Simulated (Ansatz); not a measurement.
Task: a ladder of methods at one geometry of CH3AlBNO, SMILES N=[C]1B[O][AlH]1, with Ansatz 0.2.0 through its Python package. Give the script and its output. Use (for the species named): r2SCAN, def2-SVP basis, multiplicity 1. The script varies functional: r2scan, pbe0, blyp, b3lyp.

`ch3albno.xyz`
```text
8

N    -0.58140    1.65090    0.01590
C    -0.13580    0.52380   -0.15940
B     1.27420   -0.03570   -0.62400
O     0.92320   -1.43460   -0.61910
Al   -0.72200   -1.26820    0.17700
H    -1.58900    1.82420    0.36110
H     2.39710    0.47470   -0.67090
H    -1.47410   -1.79220    1.46350
```

`run_methods.py`
```python
# -*- coding: utf-8 -*-
'''CH3AlBNO at several levels of theory.'''

from dataclasses import dataclass
from pathlib import Path
import warnings

import ansatz as az
import numpy as np


@dataclass
class RunConfig:
    basis: str = 'def2-SVP'


settings = RunConfig()

warnings.simplefilter('ignore', az.DeckWarning)

system = az.Crystal.molecule_from_extxyz('ch3albno.xyz')

calculation = system.calculation().basis(gaussian=settings.basis).accuracy('high')

print('functional    E (Ha)        dipole (D)   HOMO (eV)  LUMO (eV)')
for name in ['r2scan', 'pbe0', 'blyp', 'b3lyp']:
    rep = calculation.functional(name).forces().orbitals().run(threads=1, pin='off', runs_dir='runs').report
    lines = Path(rep['orbitals_path']).read_text().splitlines()
    field_of = lambda key: [line.split('=')[1].strip() for line in lines if line.startswith(key)]
    orbitals = [(27.211386 * float(e), s, float(n)) for e, s, n in zip(field_of('Ene='), field_of('Spin='), field_of('Occup='))]
    homo = max(e for e, _, n in orbitals if n > 0.5)
    lumo = min(e for e, _, n in orbitals if n < 0.5)
    dipole = 4.803205 * np.linalg.norm(rep['charge_distribution']['dipole_moment_e_ang'])
    print(f'{name:10s} {rep["free_energy_ev"] / 27.211386246:14.6f} {dipole:9.3f} {homo:11.3f} {lumo:10.3f}')
```

```console
$ python run_methods.py
functional    E (Ha)        dipole (D)   HOMO (eV)  LUMO (eV)
r2scan        -436.790334     2.984      -4.627     -2.916
pbe0          -436.584761     3.279      -5.586     -2.307
blyp          -436.880378     2.727      -4.325     -2.892
b3lyp         -436.952224     3.142      -5.382     -2.489
```

The settings weren't tested for convergence. The geometry is a force-field or estimated start, not a minimum of this method, and the basis set is short of its limit. A lower total doesn't mark the better method: functionals have no common bound, and MP2 and coupled cluster aren't variational. b3lyp holds the VWN-RPA fit, as in Gaussian; the form of ORCA and Turbomole is b3lyp5. Levels such as HOMO and LUMO are orbital energies: with these approximate functionals they aren't the ionisation energy and electron affinity, and their gap isn't the fundamental gap. Timing: 39 s on 1 thread of Arm Neoverse V2, with other jobs on the host, peak memory 0.38 GiB.
